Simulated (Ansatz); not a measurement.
# Si2GeO6: the cost of one run

Computed with Ansatz 0.2.0 (DFT PBE, scalar-relativistic, plane waves, PAW, unless a step's input says otherwise).

1 further run of the same task is left out (set aside as unsound or not needed).

### Step 1. The system as given

The structure is monoclinic, space group C2 (No. 5). The conventional cell has a = 8.805 Å, b = 4.999 Å, c = 5.572 Å, α = 90.00°, β = 90.65°, γ = 90.00°. Si (site symmetry 1) has 4 O at 1.63 to 1.64 Å as nearest neighbours. Ge (site symmetry 2) is surrounded by 4 O at 1.75 to 1.76 Å. O (site symmetry 1) has 2 Si at 1.63 Å as nearest neighbours. O (site symmetry 1) has 1 Si at 1.63 Å and 1 Ge at 1.76 Å as nearest neighbours. O (site symmetry 1) has 1 Si at 1.64 Å and 1 Ge at 1.75 Å as nearest neighbours.

As a file:

```xyz
9
Lattice="4.4024 -2.4993 -0.0003 4.4024 2.4993 -0.0003 -0.0632 0.0000 5.5720" Properties=species:S:1:pos:R:3 pbc="T T T"
Si    6.4388   -1.3291    0.9077
Si    2.3028   -1.3291    4.6638
Ge    4.3708    0.1482    2.7857
O     1.8732   -0.3217    0.2786
O     3.7568   -0.8652    4.0822
O     3.1215    1.1923    2.1325
O     5.6201    1.1923    3.4389
O     6.8684   -0.3217    5.2928
O     4.9848   -0.8652    1.4893
```

It is the end of an earlier relaxation with the same method, from a generated guess; it needn't be the stable form of this composition. At a tolerance of 0.02 Å it has space group C2 (No. 5); it has 13.62 Å³/atom, an uncorrected energy of -2.37 eV/atom over the elements.

### Step 2. Static run: bands, density of states and charges

input.yaml reads:

```yaml
crystal:
  lattice:
    - [4.4024349157, -2.4992802996, -0.0003030031]
    - [4.4024349157, 2.4992802996, -0.0003030031]
    - [-0.0632412998, 0.0, 5.5720477132]
  atoms:
    - { symbol: Si, position: [0.9983557915, 0.4665466619, 0.162975334] }
    - { symbol: Si, position: [0.5334533381, 0.0016442085, 0.837024666] }
    - { symbol: Ge, position: [0.4703500628, 0.5296499372, 0.5] }
    - { symbol: O, position: [0.2774712104, 0.1487436757, 0.0500218076] }
    - { symbol: O, position: [0.6050250594, 0.2588427521, 0.7326651523] }
    - { symbol: O, position: [0.1187384611, 0.5958074956, 0.3827585995] }
    - { symbol: O, position: [0.4041925044, 0.8812615389, 0.6172414005] }
    - { symbol: O, position: [0.8512563243, 0.7225287896, 0.9499781924] }
    - { symbol: O, position: [0.7411572479, 0.3949749406, 0.2673348477] }
basis:
  ecutwfc: 420
kpoints:
  mp_grid: { grid: [6, 6, 4] }
  band_path:
    path:
      - [[0.0, 0.0, 0.0], [-0.33058249, 0.33058249, 0.0]]
      - [[-0.66941751, -0.33058249, 0.0], [-0.5, -0.5, 0.0], [0.0, 0.0, 0.0], [-0.5, -0.5, 0.5], [-0.67087131, -0.32912869, 0.5]]
      - [[-0.32912869, 0.32912869, 0.5], [0.0, 0.0, 0.5], [0.0, 0.0, 0.0]]
      - [[-0.5, 0.0, 0.5], [0.0, 0.0, 0.0], [-0.5, 0.0, 0.0]]
    npoints: 14
hamiltonian:
  xc: pbe
scf:
  occupations: { method: gaussian, width: 0.02 }
  n_extra_bands: 22
output:
  forces: true
  stress: true
  eigenvalues: true
  populations: true
  dos: { projected: true, de: 0.02, nscf_kmesh: { grid: [9, 9, 6] } }
  bader: true
  write_density: true
  write_potential: true
  elf: true
  volumetric_format: npy
```

Started as:

```bash
$ ansatz run input.yaml --threads 1 --pin off --max-ram 2560MiB --backend cpu --events-out ev --progress --plain --runs-dir out
```

What time and memory should one allow on 1 thread of Intel Xeon 6975P-C (Granite Rapids), shared host?

About 3.1 min, with a peak of 0.77 GiB.
